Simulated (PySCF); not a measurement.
**A gas-phase reaction: BH3O2 + F2 → BFH2O2 + FH**

Wanted: the reaction energy for `OBO` + `FF` → `OB(O)F` + `F`.

Programs: PySCF 2.14.0. All values are calculated, for the isolated system unless a continuum is named. Atoms count from 0, parts from 1.

## Step 1: The system as given

Each species was relaxed by itself at PBE0-D3(BJ)/def2-SVPD.

## Step 2: Energies of the species: wB97M-D3(BJ)/def2-TZVPD

What the job is given:

```
{"job": {"kind": "react", "xc": "wB97M-D3(BJ)", "basis": "def2-TZVPD"}, "charge": 0, "multiplicity": 1}
-1 BH3O2 charge 0 multiplicity 1
O      0.792250     0.584900     0.704060
B     -0.393810     0.354120     0.076450
O     -0.651580    -0.708970    -0.734330
H      1.488450    -0.060310     0.552650
H     -1.279430     1.148000     0.251180
H      0.068570    -1.332580    -0.862610

-1 F2 charge 0 multiplicity 1
F      0.688690    -0.013070     0.015870
F     -0.688690     0.013070    -0.015870

+1 BFH2O2 charge 0 multiplicity 1
O      1.328410     0.368120     0.078850
B     -0.016590     0.303080    -0.011910
O     -0.681180    -0.881500    -0.001550
F     -0.691410     1.454900    -0.114050
H      1.745520    -0.493950     0.149590
H     -1.634590    -0.790960    -0.073010

+1 FH charge 0 multiplicity 1
F      0.457780     0.003980     0.045850
H     -0.457790    -0.003980    -0.045850
```

With the program's defaults for keys left out, this is: wB97M-D3(BJ)/def2-TZVPD reaction energy of separated species, gas phase.

Command:

```sh
$ OMP_NUM_THREADS=1 python cluster_run.py task.json out
```

This one command runs all jobs of the session in turn.

**Question.** The jobs that follow are: PBE0-D3(BJ)/def2-TZVPD reaction energy of separated species, gas phase; MP2/def2-TZVPD reaction energy of separated species, gas phase. Predict: reaction energy (wB97M-D3(BJ)/def2-TZVPD); ΔH, ΔG at 298 K (xTB thermal terms). Thermal terms come from harmonic xTB runs on each species.

**Answer**, as computed:

```
                                                quantity                      value
               reaction energy (wB97M-D3(BJ)/def2-TZVPD)            -163.5 kcal/mol
                     ΔH, ΔG at 298 K (xTB thermal terms)    -162.6, -162.4 kcal/mol
range of the reaction energy over the runs of this table  -172.1 to -163.2 kcal/mol
```

**Reading.** The reaction is exothermic by 162.6 kcal/mol in the gas phase; dispersion gives -0.01, and xTB itself gave -113.8 for the electronic energy (xTB energies and thermal terms come from the earlier relaxation of each species, not shown). No barrier was sought. xTB and this level differ widely in the electronic energy, so what comes from xTB (the thermal terms above all) is less safe here. The reaction energy runs from -172.1 (MP2/def2-TZVPD) to -163.2 kcal/mol (PBE0-D3(BJ)/def2-TZVPD).
